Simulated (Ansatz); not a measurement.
# Ta5W3: the cost of one run

Method: DFT PBE, scalar-relativistic, plane waves, PAW, in Ansatz 0.2.0.

## Step 1: Starting point

The cell holds 16 atoms (Ta10W6): a = 6.539 Å, b = 6.539 Å, c = 6.539 Å, α = 90.00°, β = 90.00°, γ = 90.00°.

The sites of an ideal bcc lattice, at a guessed lattice constant, take 10 Ta, 6 W (sublattices apart by semicolons), with a shake of 0.02 Å. Warren-Cowley parameters of the first shell (negative: unlike neighbours preferred): Ta-W -0.60. In a cell this small the draw can fall short of the order aimed at.

As a file:

```
CELL_PARAMETERS angstrom
6.53902 0.00000 0.00000
0.00000 6.53902 0.00000
0.00000 0.00000 6.53902
ATOMIC_POSITIONS crystal
Ta 0.99772 0.99618 0.99745
Ta 0.50787 0.00223 0.00270
Ta 0.99815 0.49996 0.99805
Ta 0.00155 0.00363 0.50113
Ta 0.49744 0.49773 0.00058
Ta 0.49834 0.99962 0.49498
Ta 0.99656 0.49965 0.50217
Ta 0.25075 0.24970 0.75361
Ta 0.50322 0.49832 0.50040
Ta 0.25113 0.75416 0.74983
W 0.25529 0.24918 0.25326
W 0.74808 0.25174 0.24760
W 0.25282 0.74258 0.25142
W 0.74957 0.75165 0.24840
W 0.74567 0.24881 0.74519
W 0.74625 0.74977 0.75285
```

## Step 2: Relaxing on a coarse mesh

A cheap relaxation: coarse mesh, no symmetry, loose thresholds.

input.yaml reads:

```yaml
crystal:
  lattice:
    - [6.53901584, 0.0, 0.0]
    - [0.0, 6.53901584, 0.0]
    - [0.0, 0.0, 6.53901584]
  atoms:
    - { symbol: Ta, position: [0.997721066, 0.9961765685, 0.9974490453] }
    - { symbol: Ta, position: [0.5078729151, 0.0022294064, 0.0026952565] }
    - { symbol: Ta, position: [0.9981480938, 0.4999647976, 0.998054935] }
    - { symbol: Ta, position: [0.001554754, 0.0036279685, 0.5011340033] }
    - { symbol: Ta, position: [0.497442066, 0.497734063, 0.0005818866] }
    - { symbol: Ta, position: [0.4983434041, 0.9996180875, 0.4949811142] }
    - { symbol: Ta, position: [0.9965596376, 0.4996464606, 0.5021716854] }
    - { symbol: Ta, position: [0.2507523062, 0.2497023364, 0.7536053182] }
    - { symbol: Ta, position: [0.5032207813, 0.498318589, 0.5004026819] }
    - { symbol: Ta, position: [0.2511307144, 0.7541599332, 0.7498276599] }
    - { symbol: W, position: [0.2552875517, 0.2491827827, 0.2532574663] }
    - { symbol: W, position: [0.7480823201, 0.2517392988, 0.2475987865] }
    - { symbol: W, position: [0.2528182715, 0.7425816143, 0.2514218568] }
    - { symbol: W, position: [0.7495662345, 0.7516482829, 0.2483971142] }
    - { symbol: W, position: [0.7456722324, 0.2488096896, 0.7451903984] }
    - { symbol: W, position: [0.7462507841, 0.7497738981, 0.7528526244] }
  symmetry: { detect: false }
basis:
  ecutwfc: 420
kpoints:
  mp_grid: { grid: [2, 2, 2], shift: [0.5, 0.5, 0.5] }
hamiltonian:
  xc: pbe
scf:
  occupations: { method: gaussian, width: 0.1 }
  lower_state_search: "off"
output:
  forces: true
  stress: true
  eigenvalues: true
relax:
  adjacent_minimum: "off"
  f_tol: 0.04
  max_steps: 50
  cell: { stress_tol: 0.3 }
```

Run with:

```sh
$ ansatz run input.yaml --threads 4 --pin off --max-ram 9216MiB --backend cpu --events-out ev --progress --plain --runs-dir out
```

**Question.** How long does this run take on 4 threads of Intel Xeon Platinum 8259CL at 2.50GHz (Skylake/Cascade Lake), shared host, and how much memory does it need?

About 75 s, with a peak of 1 GiB.
